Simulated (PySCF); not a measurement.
**C4H12O3Si: a look at the electrons**

Aim: take C4H12O3Si and analyse its density (charges, bond critical points, surface potential), see where an electron leaves and enters and measure its response to a uniform field.

Method: levels as typed in each script, gas phase, geometry from GFN2-xTB; program: PySCF 2.14.0.

## 1. The starting structure

20 atoms, charge 0, spin multiplicity 1.

Bond lengths: C1–Si2 1.896 Å, C1–H9 1.086 Å, C1–H10 1.085 Å, C1–H11 1.084 Å, Si2–O3 1.624 Å, Si2–O5 1.640 Å, Si2–O7 1.624 Å, O3–C4 1.404 Å, C4–H12 1.091 Å, C4–H13 1.092 Å, C4–H14 1.091 Å, O5–C6 1.401 Å, C6–H15 1.091 Å, C6–H16 1.092 Å, C6–H17 1.093 Å, O7–C8 1.402 Å, C8–H18 1.091 Å, C8–H19 1.091 Å and more. Angles: Si2–C1–H9 110.6°, Si2–C1–H10 111.5°, Si2–C1–H11 111.7°, H9–C1–H10 107.7°, H9–C1–H11 107.7°, H10–C1–H11 107.4°, C1–Si2–O3 103.6°, C1–Si2–O5 112.1°, C1–Si2–O7 115.7°, O3–Si2–O5 114.3°, O3–Si2–O7 107.5°, O5–Si2–O7 103.9°, Si2–O3–C4 128.2°, O3–C4–H12 107.5°, O3–C4–H13 110.8°, O3–C4–H14 110.4°, H12–C4–H13 109.5°, H12–C4–H14 109.7° and more.

As a file:

```
C    -0.25440    0.71142    2.04402
Si   -0.05060   -0.00193    0.29904
O     1.15250   -1.07953    0.46547
C     1.59839   -2.03213   -0.46442
O     0.23748    1.16556   -0.81652
C     1.25945    2.12443   -0.80111
O    -1.33835   -0.79647   -0.29136
C    -2.57622   -0.26434   -0.67877
H    -0.96355    1.53431    2.04094
H     0.68594    1.08873    2.43188
H    -0.61772   -0.03472    2.74200
H     2.40217   -2.59942    0.00628
H     1.97469   -1.54681   -1.36783
H     0.78530   -2.70487   -0.74011
H     1.28366    2.60036   -1.78221
H     2.22800    1.66336   -0.59595
H     1.06299    2.87981   -0.03655
H    -2.44026    0.60106   -1.32843
H    -3.11751   -1.04437   -1.21539
H    -3.15164    0.03687    0.19968
```

## 2. Density, bond paths and surface potential (PBE/def2-tzvp)

The input, input.py:

```python
import numpy as np
from pyscf import gto, scf, dft
from pyscf.scf import atom_ks, atom_hf
from scipy.linalg import block_diag

def solve(mol, dm0=None, hcore=None):
    mf = (dft.UKS if mol.spin else dft.RKS)(mol, xc='pbe')
    mf.grids.level = 3
    mf = mf.density_fit(auxbasis='def2-universal-jkfit')
    mf.conv_tol, mf.max_cycle = 1e-8, 80
    if hcore is not None:
        mf.get_hcore = lambda *args: hcore
    mf.kernel(dm0)
    if not mf.converged:
        mf = mf.newton().run(mf.mo_coeff, mf.mo_occ, max_cycle=30)
    assert mf.converged, 'SCF not converged'
    return mf

mol = gto.M(atom='''
C     -0.25440     0.71142     2.04402
Si    -0.05060    -0.00193     0.29904
O      1.15250    -1.07953     0.46547
C      1.59839    -2.03213    -0.46442
O      0.23748     1.16556    -0.81652
C      1.25945     2.12443    -0.80111
O     -1.33835    -0.79647    -0.29136
C     -2.57622    -0.26434    -0.67877
H     -0.96355     1.53431     2.04094
H      0.68594     1.08873     2.43188
H     -0.61772    -0.03472     2.74200
H      2.40217    -2.59942     0.00628
H      1.97469    -1.54681    -1.36783
H      0.78530    -2.70487    -0.74011
H      1.28366     2.60036    -1.78221
H      2.22800     1.66336    -0.59595
H      1.06299     2.87981    -0.03655
H     -2.44026     0.60106    -1.32843
H     -3.11751    -1.04437    -1.21539
H     -3.15164     0.03687     0.19968
''', basis='def2-tzvp', charge=0, spin=0, verbose=4)
mf = solve(mol)
mf.analyze()
# spherically averaged free atoms, for the promolecule
atm = atom_ks.get_atm_nrks(mol, xc='pbe')
pro = block_diag(*[(atm[a[0]][2] * atm[a[0]][3]) @ atm[a[0]][2].T for a in mol._atom])
np.savez('result.npz', e=mf.e_tot, c=mf.mo_coeff, occ=mf.mo_occ, eps=mf.mo_energy, pro=pro, dip=mf.dip_moment(verbose=0), s2=mf.spin_square()[0])
```

Command:

```bash
OMP_NUM_THREADS=1 python input.py
```

## 4. Removing and adding an electron (PBE/def2-tzvp)

The input, input.py:

```python
import numpy as np
from pyscf import gto, scf, dft
from pyscf.scf import atom_ks, atom_hf
from scipy.linalg import block_diag

def solve(mol, dm0=None, hcore=None):
    mf = (dft.UKS if mol.spin else dft.RKS)(mol, xc='pbe')
    mf.grids.level = 3
    mf = mf.density_fit(auxbasis='def2-universal-jkfit')
    mf.conv_tol, mf.max_cycle = 1e-8, 80
    if hcore is not None:
        mf.get_hcore = lambda *args: hcore
    mf.kernel(dm0)
    if not mf.converged:
        mf = mf.newton().run(mf.mo_coeff, mf.mo_occ, max_cycle=30)
    assert mf.converged, 'SCF not converged'
    return mf

mol = gto.M(atom='''
C     -0.25440     0.71142     2.04402
Si    -0.05060    -0.00193     0.29904
O      1.15250    -1.07953     0.46547
C      1.59839    -2.03213    -0.46442
O      0.23748     1.16556    -0.81652
C      1.25945     2.12443    -0.80111
O     -1.33835    -0.79647    -0.29136
C     -2.57622    -0.26434    -0.67877
H     -0.96355     1.53431     2.04094
H      0.68594     1.08873     2.43188
H     -0.61772    -0.03472     2.74200
H      2.40217    -2.59942     0.00628
H      1.97469    -1.54681    -1.36783
H      0.78530    -2.70487    -0.74011
H      1.28366     2.60036    -1.78221
H      2.22800     1.66336    -0.59595
H      1.06299     2.87981    -0.03655
H     -2.44026     0.60106    -1.32843
H     -3.11751    -1.04437    -1.21539
H     -3.15164     0.03687     0.19968
''', basis='def2-tzvp', charge=0, spin=0, verbose=4)
mf = solve(mol)
out = dict(e0=mf.e_tot, dm0=mf.make_rdm1(), c=mf.mo_coeff, occ=mf.mo_occ, eps=mf.mo_energy)
for name, dq, spin in [('cation', 1, 1)]:
    ion = mol.copy().set(charge=mol.charge + dq, spin=spin).build()
    mi = solve(ion)
    if spin and dq > 0 and mol.nao < 130:
        c, _, stable, _ = mi.stability(return_status=True)
        if not stable:
            mi = solve(ion, mi.make_rdm1(c, mi.mo_occ))
    print(name, 'vertical energy change / eV', (mi.e_tot - mf.e_tot) * 27.211386)
    out.update({'e_' + name: mi.e_tot, 'dm_' + name: mi.make_rdm1(), 's2_' + name: mi.spin_square()[0], 'eps_' + name: mi.mo_energy, 'occ_' + name: mi.mo_occ})
# spherically averaged free atoms, for the promolecule
atm = atom_ks.get_atm_nrks(mol, xc='pbe')
pro = block_diag(*[(atm[a[0]][2] * atm[a[0]][3]) @ atm[a[0]][2].T for a in mol._atom])
np.savez('result.npz', pro=pro, **out)
```

## 6. Response to an electric field (PBE/def2-tzvp)

The input, input.py:

```python
import numpy as np
from pyscf import gto, scf, dft
from pyscf.scf import atom_ks, atom_hf
from scipy.linalg import block_diag

def solve(mol, dm0=None, hcore=None):
    mf = (dft.UKS if mol.spin else dft.RKS)(mol, xc='pbe')
    mf.grids.level = 3
    mf = mf.density_fit(auxbasis='def2-universal-jkfit')
    mf.conv_tol, mf.max_cycle = 1e-8, 80
    if hcore is not None:
        mf.get_hcore = lambda *args: hcore
    mf.kernel(dm0)
    if not mf.converged:
        mf = mf.newton().run(mf.mo_coeff, mf.mo_occ, max_cycle=30)
    assert mf.converged, 'SCF not converged'
    return mf

mol = gto.M(atom='''
C     -0.25440     0.71142     2.04402
Si    -0.05060    -0.00193     0.29904
O      1.15250    -1.07953     0.46547
C      1.59839    -2.03213    -0.46442
O      0.23748     1.16556    -0.81652
C      1.25945     2.12443    -0.80111
O     -1.33835    -0.79647    -0.29136
C     -2.57622    -0.26434    -0.67877
H     -0.96355     1.53431     2.04094
H      0.68594     1.08873     2.43188
H     -0.61772    -0.03472     2.74200
H      2.40217    -2.59942     0.00628
H      1.97469    -1.54681    -1.36783
H      0.78530    -2.70487    -0.74011
H      1.28366     2.60036    -1.78221
H      2.22800     1.66336    -0.59595
H      1.06299     2.87981    -0.03655
H     -2.44026     0.60106    -1.32843
H     -3.11751    -1.04437    -1.21539
H     -3.15164     0.03687     0.19968
''', basis='def2-tzvp', charge=0, spin=0, verbose=4)
field = np.array([0.004, 0.0, 0.0])  # atomic units
mol.set_common_orig(mol.atom_charges() @ mol.atom_coords() / mol.atom_charges().sum())
mf = solve(mol)
out = dict(dm0=mf.make_rdm1(), d0=mf.dip_moment(unit='AU'), e0=mf.e_tot)
for name, sign in (('p', 1), ('m', -1)):
    h = mf.get_hcore() + sign * np.einsum('x,xij->ij', field, mol.intor('int1e_r'))
    mi = solve(mol, mf.make_rdm1(), h)
    out.update({'dm' + name: mi.make_rdm1(), 'd' + name: mi.dip_moment(unit='AU'), 'e' + name: mi.e_tot})
# spherically averaged free atoms, for the promolecule
atm = atom_ks.get_atm_nrks(mol, xc='pbe')
pro = block_diag(*[(atm[a[0]][2] * atm[a[0]][3]) @ atm[a[0]][2].T for a in mol._atom])
np.savez('result.npz', pro=pro, **out)
```

(Steps that only read results are left out.)

What does the calculation give? Wanted: dipole moment; HOMO, LUMO; vertical ionisation energy; polarisability along the field.

**Answer**, as computed:

| quantity | value |
| --- | --- |
| dipole moment (PBE/def2-tzvp) | 0.89 D |
| HOMO, LUMO (PBE/def2-tzvp) | -6.42, 0.19 eV |
| vertical ionisation energy (PBE/def2-tzvp) | 9.07 eV |
| polarisability along the field (PBE/def2-tzvp) | 87.0 bohr³ |

**Reading.** At PBE/def2-tzvp: The highest Hirshfeld charge is on Si2 (+0.47 e), the lowest on O5 (−0.22 e). The ionisation energy from two SCF runs, 9.07 eV, lies 2.6 eV above −ε(HOMO) = 6.42 eV of the same level, PBE/def2-tzvp, since self-interaction lifts this functional's HOMO. All values hold at the given geometry, in the gas phase.
